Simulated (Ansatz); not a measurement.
# BGeH5S (SMILES S[BH][GeH3]): one structure at several levels

An exercise on one series of results from a longer session: the logs are not shown, and one member is left open.

The runs use Ansatz 0.2.0, Gaussian basis; single points in def2-TZVPP.

Cores are frozen in the correlated methods. Filled d shells of the heavier atoms are correlated.

**The starting structure**

SMILES `S[BH][GeH3]`, 8 atoms, charge 0, spin multiplicity 1.

Atoms are counted from 1 here; the program's logs count them from 0.

Bond lengths: S1–B2 1.767 Å, S1–H4 1.319 Å, B2–Ge3 2.017 Å, B2–H5 1.190 Å, Ge3–H6 1.474 Å, Ge3–H7 1.474 Å, Ge3–H8 1.505 Å. Angles: B2–S1–H4 98.1°, S1–B2–Ge3 122.0°, S1–B2–H5 113.6°, Ge3–B2–H5 124.3°, B2–Ge3–H6 112.9°, B2–Ge3–H7 115.7°, B2–Ge3–H8 113.9°, H6–Ge3–H7 105.3°, H6–Ge3–H8 105.1°, H7–Ge3–H8 102.8°.

Geometry (Å):

```
atom    x (Å)    y (Å)    z (Å)
  S1  -1.1181   0.2440  -1.9794
  B2   0.3006  -0.2275  -1.0378
 Ge3   0.3659  -0.0339   0.9684
  H4  -1.8711   0.6679  -0.9831
  H5   1.1912  -0.6575  -1.6995
  H6  -0.7269   0.8008   1.4987
  H7   1.6029   0.5521   1.5141
  H8   0.2589  -1.3378   1.7116
```

Set-up of the first run:

The input, run/in.yaml:

```yaml
crystal:
  periodic: [false, false, false]
  atoms:
    - {symbol: S, position_ang: [-1.118100, 0.244000, -1.979400]}
    - {symbol: B, position_ang: [0.300600, -0.227500, -1.037800]}
    - {symbol: Ge, position_ang: [0.365900, -0.033900, 0.968400]}
    - {symbol: H, position_ang: [-1.871100, 0.667900, -0.983100]}
    - {symbol: H, position_ang: [1.191200, -0.657500, -1.699500]}
    - {symbol: H, position_ang: [-0.726900, 0.800800, 1.498700]}
    - {symbol: H, position_ang: [1.602900, 0.552100, 1.514100]}
    - {symbol: H, position_ang: [0.258900, -1.337800, 1.711600]}
basis:
  gaussian: {orbitals: def2-TZVPP}
correlation: {method: ccsd_t}
output: {forces: true}
```

No record of the launch command was kept for these runs.

Steps of the session up to this table: CCSD(T)/def2-TZVPP; PBE0-D4/def2-TZVPP; wB97M-V/def2-TZVPP; r2SCAN-D4/def2-TZVPP; PBE-D4/def2-TZVPP; BHLYP-D4/def2-TZVPP; wB97X-V/def2-TZVPP.

One table of the session follows, with a row left open; its other results are not shown here.

| method | RMS force component (eV/Å) | angle to CCSD(T) forces (°) | dipole (D) |
| --- | --- | --- | --- |
| CCSD(T) | 0.449 | reference | 0.69 |
| PBE0-D4 | 0.494 | 10.8 | 0.63 |
| wB97M-V | 0.455 | 8.1 | 0.63 |
| r2SCAN-D4 | ? | ? | ? |
| PBE-D4 | 0.566 | 15.6 | 0.73 |
| BHLYP-D4 | 0.452 | 15.4 | 0.53 |
| wB97X-V | 0.474 | 7.0 | 0.56 |

Estimate the missing values for r2SCAN-D4.

**Answer.** RMS force component (eV/Å): 0.465; angle to CCSD(T) forces (°): 9.8; dipole (D): 0.65. In the column «RMS force component (eV/Å)» it lies between wB97M-V (0.455) and wB97X-V (0.474).
